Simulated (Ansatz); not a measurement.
Crystal: CsLiCr2Te2S3.

```
Cs Li Cr Te S
1.0
     7.28959   -2.10433    0.01772
     7.28959    2.10433    0.01772
    -2.53315    0.00000    7.28100
Cs Li Cr Te S
1 1 2 2 3
Direct
  0.50000 0.50000 0.00000
  0.00000 0.00000 0.50000
  0.32870 0.32870 0.43300
  0.67130 0.67130 0.56700
  0.80672 0.80672 0.17427
  0.19328 0.19328 0.82573
  0.16358 0.16358 0.39713
  0.83642 0.83642 0.60287
  0.50000 0.50000 0.50000
```

The cell was built by a generator and needn't be a form met in nature.

```yaml
Program: Ansatz 0.2.0
Task: relaxation of cell and atoms
Functional: PBE
Dispersion: D4
Potentials_or_basis: Ansatz PAW
Cutoff: "420 eV (not typed: the program's choice for these potentials)"
k_mesh: 5 × 5 × 3
Occupations: fermi-dirac, width 0.05 eV
Spin: collinear spin, ferromagnetic start
Starting_moments: "[0.0, 0.0, 3.0, 3.0, 0.0, 0.0, 0.0, 0.0, 0.0] μB"
```

At the start: volume 24.84 Å³/atom.

Problem. How do energy, volume and symmetry change on relaxing?

Solution. It ends after 9 steps and the volume is 23.28 Å³/atom (-6.3 %); space group C2/m (No. 12, to 0.05 Å); moment 5.47 μB per cell.

Step by step:
| step | energy change (eV) | largest force (eV/Å) | volume (Å³) |
| --- | --- | --- | --- |
| 1 | 0.0000 | 0.0758 | 223.57 |
| 2 | -0.0561 | 0.0864 | 215.57 |
| 3 | -0.0681 | 0.0719 | 211.67 |
| 4 | -0.0721 | 0.0395 | 210.35 |
| 5 | -0.0744 | 0.0716 | 209.92 |
| 6 | -0.0757 | 0.0460 | 209.59 |
| 7 | -0.0763 | 0.0223 | 209.16 |
| 8 | -0.0765 | 0.0041 | 209.52 |
| 9 | -0.0750 | 0.0041 | 209.52 |

Final structure:
```
Cs Li Cr Te S
1.0
     7.22736   -2.05624    0.03019
     7.22736    2.05624    0.03019
    -2.49849    0.00000    7.03889
Cs Li Cr Te S
1 1 2 2 3
Cartesian
  7.2274 0.0000 0.0302
  -1.2492 0.0000 3.5194
  3.6576 0.0000 3.0796
  8.2986 0.0000 4.0196
  11.3327 0.0000 1.2209
  0.6235 0.0000 5.8784
  1.3786 0.0000 2.6935
  10.5776 0.0000 4.4057
  5.9781 0.0000 3.5496
```

Caveat: the plane-wave basis is chosen anew once the cell has moved, so the energies of steps on either side of that aren't comparable; only a ferromagnetic start was run, and an antiferromagnetic order may lie lower in energy; pairwise dispersion overbinds metals, which lowers pressure and volume.
